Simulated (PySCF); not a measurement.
# SnO: from the state search to spectroscopic constants

Aim: find the lowest electronic state of SnO, scan its bond at several levels of theory, and get bond length, wavenumber and dissociation energy from each curve.

Program: PySCF 2.14.0. Level of theory: Sn def2-TZVPPD with ECP28, O def2-TZVPPD, scalar-relativistic core potentials. These are calculated values, not measurements.

## (1) Set-up

The job is set up so:

```json
{
  "atoms": "Sn, O",
  "charge": "0",
  "basis": "Sn def2-TZVPPD with ECP28, O def2-TZVPPD",
  "Hamiltonian": "scalar-relativistic core potentials",
  "basis functions": "96",
  "electrons treated": "30",
  "masses in u": "119.9022, 15.9949",
  "levels": "PBE0, PBE, r²SCAN, TPSS, LDA, MN15, TPSSh, M06-L, CAM-B3LYP, HF, MP2, SCS-MP2, CCSD, CCSD(T)",
  "grid": "80 radial by 434 angular points",
  "occupations": "held fixed by the projection of orbital angular momentum",
  "dissociation limit": "Sn + O, each in its ground configuration",
  "starting distance in angstrom": "1.950",
  "values of 2S to try": "0, 2, 4"
}
```

On the command line:

```sh
$ OMP_NUM_THREADS=2 python dia.py task.json out
```

Further steps of the session: First curve: PBE0; Excited determinants; PBE (GGA); r²SCAN (meta-GGA); TPSS (meta-GGA); LDA (local density); MN15 (hybrid meta-GGA); TPSSh (hybrid meta-GGA); M06-L (meta-GGA); CAM-B3LYP (range-separated hybrid); RHF (mean field); Correlated methods on the Hartree–Fock reference.

**Question.** What will these runs give? Wanted: for each run, Re; ωe; De; μ.

As calculated:

Lowest PBE0 solution found, without spin–orbit coupling: ¹Σ⁺ (singlet), closed shell. State 2 has its PBE0 minimum 2.26 eV higher. The other levels ran on the lowest alone.

```tsv
level	Re (Å)	ωe (cm⁻¹)	De (eV)	μ (D)
RHF	1.786	967	1.77	-5.09
RHF-MP2	1.848	802	6.21	n/a
RHF-SCS-MP2	1.844	813	5.93	n/a
RHF-CCSD	1.818	879	5.06	n/a
RHF-CCSD(T)	1.839	819	5.57	n/a
LDA	1.826	837	7.27	-4.00
PBE	1.848	803	6.19	-4.07
TPSS	1.843	818	5.81	-4.06
r²SCAN	1.829	847	5.68	-4.10
M06-L	1.839	829	5.90	-4.16
TPSSh	1.831	843	5.51	-4.18
PBE0	1.818	869	5.36	-4.36
MN15	1.814	885	5.51	-4.49
CAM-B3LYP	1.814	886	5.52	-4.56
```

De is counted to Sn + O in their ground configurations. A positive dipole means Sn(−)O(+).

In words: Bond lengths run from 1.786 Å (RHF) to 1.848 Å (PBE). Of the levels with a De here, RHF gives the least (1.77 eV) and LDA the most (7.27 eV).

Correlated steps freeze 5 core orbitals. Spin–orbit coupling is left out, which matters for elements this heavy, above all for dissociation energies. T1 is 0.032 near the minimum (highest on the curve 0.057), which may point to more than one leading configuration.
